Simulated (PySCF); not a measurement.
# C: excitation energy in aug-cc-pCVQZ-DK

Wanted: the excitation energy of carbon, up a ladder of methods.

The numbers are computed with PySCF 2.14.0 (unrestricted determinants in a Gaussian basis, no spin-orbit coupling in the energies), except any that are marked as measured or tabulated.

## Step 1: Starting point

* Element: carbon (Z = 6)
* Basis: aug-cc-pCVQZ-DK
* Hamiltonian: scalar relativity by spin-free X2C-1e
* State 1: C: [He] 2s2 2p1 3s1, high-spin 3P determinant (an excited configuration)
* Needed too, but not shown: C [He] 2s2 2p2 (3P)
* Methods: UHF, LDA, PBE, PBE0, r2SCAN, BLYP, BP86, TPSS, MP2
* Core shells frozen in the correlated runs: valence: 1s2; valence and next inner shell: nothing (for C)

The outer shells:

C [He] 2s2 2p1 3s1
```
[He] core
2s [↑↓]
2p [↑ ][  ][  ]
3s [↑ ]
```

One driver process ran all states and methods and kept the integrals in memory. Each run is shown as a PySCF script that sums up its settings (the driver passes frozen orbitals as a list and adds second-order terms of double hybrids); the logs are those of the runs themselves. The driver starts from symmetry-adapted Hartree-Fock orbitals, holds the occupation by maximum overlap and uses a logarithmic radial grid for functionals, so a plain start would take other cycles.

The integrals over 109 functions and the set-up took 1.2 s of CPU time.

## Step 2: C [He] 2s2 2p1 3s1: the ladder of methods

Level: UHF.

input.py

```python
from pyscf import gto, scf, dft, mp, cc
import basis_set_exchange as bse
mol = gto.M(atom="C 0 0 0", charge=0, spin=2, symmetry="D2h",
            basis=gto.basis.parse(bse.get_basis("aug-cc-pCVQZ-DK", elements=["C"], fmt="nwchem")),
            nucmod="G")
mf = scf.UHF(mol).sfx2c1e()
mf.irrep_nelec = {'Ag': (3, 2), 'B2u': (1, 0)}
mf.kernel()
```

Level: LDA.

Changes to input.py:

```diff
@@ -5,3 +5,3 @@
             nucmod="G")
-mf = scf.UHF(mol).sfx2c1e()
+mf = dft.UKS(mol, xc="LDA,VWN").sfx2c1e()
 mf.irrep_nelec = {'Ag': (3, 2), 'B2u': (1, 0)}
```

Level: PBE.

Changes to input.py:

```diff
@@ -5,3 +5,3 @@
             nucmod="G")
-mf = dft.UKS(mol, xc="LDA,VWN").sfx2c1e()
+mf = dft.UKS(mol, xc="PBE").sfx2c1e()
 mf.irrep_nelec = {'Ag': (3, 2), 'B2u': (1, 0)}
```

Level: PBE0.

Changes to input.py:

```diff
@@ -5,3 +5,3 @@
             nucmod="G")
-mf = dft.UKS(mol, xc="PBE").sfx2c1e()
+mf = dft.UKS(mol, xc="PBE0").sfx2c1e()
 mf.irrep_nelec = {'Ag': (3, 2), 'B2u': (1, 0)}
```

Level: r2SCAN.

Changes to input.py:

```diff
@@ -5,3 +5,3 @@
             nucmod="G")
-mf = dft.UKS(mol, xc="PBE0").sfx2c1e()
+mf = dft.UKS(mol, xc="R2SCAN").sfx2c1e()
 mf.irrep_nelec = {'Ag': (3, 2), 'B2u': (1, 0)}
```

Level: BLYP.

Changes to input.py:

```diff
@@ -5,3 +5,3 @@
             nucmod="G")
-mf = dft.UKS(mol, xc="R2SCAN").sfx2c1e()
+mf = dft.UKS(mol, xc="BLYP").sfx2c1e()
 mf.irrep_nelec = {'Ag': (3, 2), 'B2u': (1, 0)}
```

Level: BP86.

Changes to input.py:

```diff
@@ -5,3 +5,3 @@
             nucmod="G")
-mf = dft.UKS(mol, xc="BLYP").sfx2c1e()
+mf = dft.UKS(mol, xc="B88,P86").sfx2c1e()
 mf.irrep_nelec = {'Ag': (3, 2), 'B2u': (1, 0)}
```

Level: TPSS.

Changes to input.py:

```diff
@@ -5,3 +5,3 @@
             nucmod="G")
-mf = dft.UKS(mol, xc="B88,P86").sfx2c1e()
+mf = dft.UKS(mol, xc="TPSS").sfx2c1e()
 mf.irrep_nelec = {'Ag': (3, 2), 'B2u': (1, 0)}
```

Level: MP2 (valence).

Changes to input.py:

```diff
@@ -5,4 +5,5 @@
             nucmod="G")
-mf = dft.UKS(mol, xc="TPSS").sfx2c1e()
+mf = scf.UHF(mol).sfx2c1e()
 mf.irrep_nelec = {'Ag': (3, 2), 'B2u': (1, 0)}
 mf.kernel()
+mp.UMP2(mf, frozen=1).kernel()
```

## Step 3: C [He] 2s2 2p1 3s1, continued

Level: MP2 (valence and next inner shell).

input.py, as its differences from that of step 2:

```diff
@@ -8,2 +8,2 @@
 mf.kernel()
-mp.UMP2(mf, frozen=1).kernel()
+mp.UMP2(mf, frozen=0).kernel()
```

What does the calculation give?

As calculated:

```
                               quantity                                                                    value
excitation energy, C → [He] 2s2 2p1 3s1  UHF 7.473, MP2 (valence and next inner shell) 7.803 eV; reference 7.482
```

Accuracy by level (over 1 difference):

```tsv
method	mean absolute miss against the measured value (with the measured fine structure taken into account where it is known) (eV)
UHF	0.008
LDA	0.473
PBE	0.314
PBE0	0.339
r2SCAN	0.610
BLYP	0.306
BP86	0.323
TPSS	0.340
MP2 (valence)	0.297
SCS-MP2 (valence)	0.194
MP2 (valence and next inner shell)	0.321
SCS-MP2 (valence and next inner shell)	0.209
```

In words: UHF lands nearest to the measured value (off by 0.01 eV); r2SCAN misses by most (0.61 eV). In a finite basis a lower level can come nearest by cancelling errors. PBE is off by +0.31 eV. All values hold for this basis alone; no basis-set limit was taken.
